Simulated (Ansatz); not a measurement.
## AlH₆NSSi, SMILES N[SiH2][S][AlH2]: vertical energies of changing the electron count, step by step

Computed with Ansatz's Python interface.

Notebook, run cell by cell (the value of a cell's last expression is shown):

**Cell 1**
```python
import ansatz as az
from ase import Atoms
```

**Cell 2**
```python
def energy_of(molecule, charge=0, unpaired=0):
    calc = (
        molecule.calculation()
        .basis(gaussian='pcseg-2')
        .correlation('mp2')
    )
    if charge:
        calc = calc.charge(charge)
    if unpaired:
        calc = calc.spin('collinear', total=unpaired)
    return calc.run().report['free_energy_ev']
```

**Cell 3**
```python
atoms = Atoms(['N', 'Si', 'S', 'Al', 'H', 'H', 'H', 'H', 'H', 'H'], positions=[
    (-1.4416, 1.8797, 0.0076),
    (-0.7311, 0.3059, 0.0801),
    (1.3431, 0.4901, -0.3294),
    (1.7828, -1.7302, -0.0744),
    (-0.9878, 2.5234, 0.6662),
    (-1.2795, 2.3234, -0.9541),
    (-0.9048, -0.2515, 1.4285),
    (-1.3078, -0.556, -0.9269),
    (1.567, -2.6942, -1.2883),
    (2.0429, -2.342, 1.3937),
])
system = az.Crystal.molecule_from_ase(atoms)
```

**Cell 4**
```python
# delta-SCF style differences, no relaxation
parent = energy_of(system, 0, 0)
cation = energy_of(system, 1, 1)
print(f'E(N)   = {parent:.5f} eV')
print(f'E(N-1) = {cation:.5f} eV  (1 unpaired)')
print(f'vertical ionisation energy {cation - parent:.3f} eV')
```
Output:
```text
E(N)   = -26858.34763 eV
E(N-1) = -26849.01474 eV  (1 unpaired)
vertical ionisation energy 9.333 eV
```

At this unrelaxed geometry removing an electron costs 9.33 eV.

Notes:
- Total energies depend on the basis set; only differences at equal settings carry meaning.
- The geometry is a force-field or estimated start, not a minimum of this method, and the basis set is short of its limit. All parts are taken at fixed geometry, without zero-point energy. At an unrelaxed start these energies can be a whole eV from those at the minimum, and a small affinity can change sign.
- Hardware and time: 43 s on 1 thread of Arm Neoverse V1, on a shared host, peak memory 0.61 GiB.
